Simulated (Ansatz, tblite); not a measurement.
# C₂₁H₁₂N₈S₆: rung by rung

Aim: run the singlet of C₂₁H₁₂N₈S₆ at one geometry on many levels, and compare frontier levels, spin and run time.

Method: as each input shows; program: Ansatz 0.2.0, Gaussian basis.

Plan: GFN1-xTB, GFN2-xTB, PBE-D4/def2-SVP, r2SCAN-D4/def2-SVP.

1 further run of the same task is left out (set aside as unsound or not needed). Runs told in other sessions of the task aren't counted.

## Step 1: The structure

The geometry is that of the singlet, from an earlier relaxation (PBE-D4/def2-SVP).

SMILES `CN(C)c1ncc(-c2ncc(-c3ncc(-c4ncc(-c5ncc(-c6ncc(C#N)s6)s5)s4)s3)s2)s1`, 47 atoms, charge 0, spin multiplicity 1.

Bond lengths: C1–N2 1.455 Å, C1–H36 1.110 Å, C1–H37 1.105 Å, C1–H38 1.114 Å, N2–C3 1.448 Å, N2–C4 1.361 Å, C3–H39 1.115 Å, C3–H40 1.111 Å, C3–H41 1.107 Å, C4–N5 1.325 Å, C4–S35 1.780 Å, N5–C6 1.356 Å, C6–C7 1.394 Å, C6–H42 1.099 Å, C7–C8 1.435 Å, C7–S35 1.761 Å, C8–N9 1.331 Å, C8–S34 1.768 Å and more. Angles: N2–C1–H36 110.0°, N2–C1–H37 108.5°, N2–C1–H38 111.4°, H36–C1–H37 109.6°, H36–C1–H38 108.6°, H37–C1–H38 108.7°, C1–N2–C3 119.0°, C1–N2–C4 119.5°, C3–N2–C4 120.4°, N2–C3–H39 112.6°, N2–C3–H40 110.4°, N2–C3–H41 109.3°, H39–C3–H40 108.2°, H39–C3–H41 108.4°, H40–C3–H41 107.8°, N2–C4–N5 124.7°, N2–C4–S35 120.6°, N5–C4–S35 114.7° and more.

PBE0-D4/def2-SVP was run before; its log isn't repeated, and its numbers join the tables.

## Step 2: GFN1-xTB

Tight binding, by tblite at 300 K electronic temperature and without a spin-polarisation term:

```python
tblite.interface.Calculator('GFN1-xTB', numbers, positions, charge=0, uhf=0).singlepoint()
```

Energy -2680.4136 eV, HOMO -10.45 eV, LUMO -9.20 eV; 0.2 s.

## Step 3: GFN2-xTB

Tight binding, by tblite at 300 K electronic temperature and without a spin-polarisation term:

```python
tblite.interface.Calculator('GFN2-xTB', numbers, positions, charge=0, uhf=0).singlepoint()
```

Energy -2556.2724 eV, HOMO -10.09 eV, LUMO -8.96 eV; 0.22 s.

## Step 4: PBE-D4/def2-SVP

start.molden holds the orbitals of an earlier run on this state, given as this run's starting guess.

in.yaml reads:

```yaml
crystal:
  periodic: [false, false, false]
  atoms:
    - {symbol: C, position_ang: [11.273105, -0.334310, 0.530425]}
    - {symbol: N, position_ang: [9.934562, -0.590408, 1.039260]}
    - {symbol: C, position_ang: [9.760925, -0.870031, 2.449478]}
    - {symbol: C, position_ang: [8.857072, -0.325418, 0.251860]}
    - {symbol: N, position_ang: [8.922954, 0.007919, -1.028449]}
    - {symbol: C, position_ang: [7.682418, 0.175916, -1.549453]}
    - {symbol: C, position_ang: [6.600700, -0.009493, -0.689892]}
    - {symbol: C, position_ang: [5.205376, 0.110697, -1.004582]}
    - {symbol: N, position_ang: [4.750456, 0.438176, -2.211925]}
    - {symbol: C, position_ang: [3.400264, 0.482076, -2.225600]}
    - {symbol: C, position_ang: [2.746756, 0.188784, -1.024055]}
    - {symbol: C, position_ang: [1.348179, 0.149288, -0.706851]}
    - {symbol: N, position_ang: [0.872203, -0.151314, 0.498606]}
    - {symbol: C, position_ang: [-0.479484, -0.113313, 0.512668]}
    - {symbol: C, position_ang: [-1.108283, 0.221172, -0.690136]}
    - {symbol: C, position_ang: [-2.500755, 0.347797, -1.013600]}
    - {symbol: N, position_ang: [-2.962578, 0.686823, -2.209917]}
    - {symbol: C, position_ang: [-4.314038, 0.728730, -2.228608]}
    - {symbol: C, position_ang: [-4.962237, 0.417946, -1.028428]}
    - {symbol: C, position_ang: [-6.383524, 0.390831, -0.801451]}
    - {symbol: N, position_ang: [-7.276201, 0.683473, -1.742406]}
    - {symbol: C, position_ang: [-8.535930, 0.576794, -1.265967]}
    - {symbol: C, position_ang: [-8.668695, 0.194339, 0.072853]}
    - {symbol: C, position_ang: [-9.845299, -0.011098, 0.874333]}
    - {symbol: N, position_ang: [-9.821512, -0.384794, 2.146807]}
    - {symbol: C, position_ang: [-11.070118, -0.504780, 2.653898]}
    - {symbol: C, position_ang: [-12.120466, -0.223945, 1.776311]}
    - {symbol: C, position_ang: [-13.510647, -0.266022, 2.026186]}
    - {symbol: N, position_ang: [-14.667314, -0.303315, 2.240298]}
    - {symbol: S, position_ang: [-11.467979, 0.222955, 0.214117]}
    - {symbol: S, position_ang: [-7.081239, -0.042556, 0.761803]}
    - {symbol: S, position_ang: [-3.767554, 0.052511, 0.192423]}
    - {symbol: S, position_ang: [0.106911, 0.504508, -1.915709]}
    - {symbol: S, position_ang: [3.943417, -0.166681, 0.202765]}
    - {symbol: S, position_ang: [7.206337, -0.423774, 0.911474]}
    - {symbol: H, position_ang: [11.942757, -1.183066, 0.779942]}
    - {symbol: H, position_ang: [11.214478, -0.217513, -0.566456]}
    - {symbol: H, position_ang: [11.702562, 0.596031, 0.966679]}
    - {symbol: H, position_ang: [9.575707, 0.051572, 3.049942]}
    - {symbol: H, position_ang: [8.905801, -1.562398, 2.604146]}
    - {symbol: H, position_ang: [10.671913, -1.363804, 2.838758]}
    - {symbol: H, position_ang: [7.548217, 0.447154, -2.606285]}
    - {symbol: H, position_ang: [2.870852, 0.739425, -3.156431]}
    - {symbol: H, position_ang: [-1.023759, -0.338838, 1.442850]}
    - {symbol: H, position_ang: [-4.862677, 0.992693, -3.143568]}
    - {symbol: H, position_ang: [-9.390664, 0.787657, -1.927719]}
    - {symbol: H, position_ang: [-11.222970, -0.808416, 3.699617]}
basis:
  gaussian: {orbitals: def2-SVP, fitting: {mean_field: def2-universal-jkfit}, initial_orbitals: start.molden}
hamiltonian: {xc: pbe, dispersion: d4}
scf: {omitted_lower_state_checks: [starts]}
output: {forces: true, orbitals: {seedname: orbitals}}
```

The run is started by

```
$ ansatz run in.yaml --threads 2 --pin off --events-out ev --progress --plain --max-ram 22528MiB --backend cuda --devices 0, --max-vram 18GiB
```

Further steps of the session: r2SCAN-D4/def2-SVP.

**Question.** What will the summary of the whole plan be? Wanted: gap in def2-SVP, named functionals, smallest and largest; binding an atom, functionals in def2-SVP.

The runs gave:

```
                                                quantity                                 value
gap in def2-SVP, named functionals, smallest and largest   1.26 eV (PBE-D4), 2.55 eV (PBE0-D4)
                binding an atom, functionals in def2-SVP  5.11 (r2SCAN-D4) to 5.39 eV (PBE-D4)
```

Over the named functionals in def2-SVP the gap runs from 1.26 eV (PBE-D4) to 2.55 eV (PBE0-D4); exact exchange widens it.
